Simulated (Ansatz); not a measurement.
# BBrH2N− (SMILES [NH-]BBr): single points off equilibrium

The task here is to estimate one member of a computed series from the others.

Program: Ansatz 0.2.0, Gaussian basis. Level of theory: single points in def2-TZVPPD. These are calculated values, not measurements.

Cores are frozen in the correlated methods. Filled d shells of the heavier atoms are correlated.

1 further run of the same task is left out (it didn't finish).

### Starting geometry

SMILES `[NH-]BBr`, 5 atoms, charge -1, spin multiplicity 1.

Atoms are counted from 1 here; the program's logs count them from 0.

Bond lengths: N1–B2 1.341 Å, N1–H4 1.044 Å, B2–Br3 2.186 Å, B2–H5 1.251 Å. Angles: B2–N1–H4 119.1°, N1–B2–Br3 124.7°, N1–B2–H5 129.8°, Br3–B2–H5 105.3°.

Coordinates:

```xyz
5

N    -0.4728   -1.0446   -0.1104
B     0.3803   -0.0543    0.1875
Br    0.0240    2.0629   -0.2251
H    -1.3039   -0.8365   -0.7068
H     1.4688   -0.0930    0.8036
```

Set-up of the first run:

Contents of run/in.yaml:

```yaml
crystal:
  periodic: [false, false, false]
  atoms:
    - {symbol: N, position_ang: [-0.472842, -1.044554, -0.110358]}
    - {symbol: B, position_ang: [0.380335, -0.054332, 0.187495]}
    - {symbol: Br, position_ang: [0.024030, 2.062923, -0.225107]}
    - {symbol: H, position_ang: [-1.303907, -0.836545, -0.706821]}
    - {symbol: H, position_ang: [1.468771, -0.092951, 0.803603]}
basis:
  gaussian: {orbitals: "def2-TZVPPD.json"}
total_charge: -1
hamiltonian: {xc: pbe, dispersion: d4}
output: {forces: true}
```

The basis file named in the input lies beside it (Basis Set Exchange, JSON).

Started as:

```
> ansatz run in.yaml --threads 2 --pin off --events-out ev --progress --plain --max-ram 3481MiB
```

Steps of the session up to this table: PBE-D4/def2-TZVPPD; r2SCAN-D4/def2-TZVPPD; PBE0-D4/def2-TZVPPD; wB97M-V/def2-TZVPPD; CCSD(T)/def2-TZVPPD.

One of the session's tables, all rows but one given; the rest of the session is left out.

| method | RMS force component (eV/Å) | angle to CCSD(T) forces (°) |
| --- | --- | --- |
| PBE-D4 | ? | ? |
| r2SCAN-D4 | 0.519 | 22.1 |
| PBE0-D4 | 0.540 | 26.6 |
| wB97M-V | 0.566 | 27.6 |
| CCSD(T) | 0.562 | reference |

Q: Estimate the row for PBE-D4 from the others.

**Answer.** RMS force component (eV/Å): 0.419; angle to CCSD(T) forces (°): 10.2. In the column «RMS force component (eV/Å)» it is the lowest.
